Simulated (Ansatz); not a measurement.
# NbTe: equation of state with PBE

Crystal: NbTe.

```xyz
2
Lattice="3.7030 0.0000 0.0000 -1.8515 3.2069 0.0000 0.0000 0.0000 3.6942" Properties=species:S:1:pos:R:3 pbc="T T T"
Te    1.8515    1.0690    0.0000
Nb    0.0000    0.0000    1.8471
```

The cell comes from a database or a generator and needn't be the stable form of this composition.

```
Program             : Ansatz 0.2.0
Task                : equation of state
Functional          : PBE
Potentials or basis : JTH PAW
Cutoff              : 1170 eV
Density cutoff      : 4680 eV
k mesh              : 8 × 8 × 7
Occupations         : fermi-dirac, width 0.05 eV
Spin                : no spin polarisation
```

| Item | Value |
| --- | --- |
| Equilibrium volume | 21.96 Å³/atom |
| Bulk modulus at fixed shape and positions | 122 GPa |
| Pressure derivative of the bulk modulus | 4.7 |

Energy against volume, from the lowest point:
```csv
volume (Å³/atom),energy (meV/atom)
20.618,35.31
21.057,15.38
21.496,3.91
21.934,0.00
22.373,2.83
22.812,11.67
23.250,25.88
```

All runs of the series together: 48 s on 2 threads of Arm Neoverse V1, with other jobs on the host.

Caveat: the cell was scaled at fixed shape and fractional positions, which overstates the stiffness of a crystal with free parameters, most of all of layers and chains. Spin-orbit coupling is left out, which matters for the levels of Te.
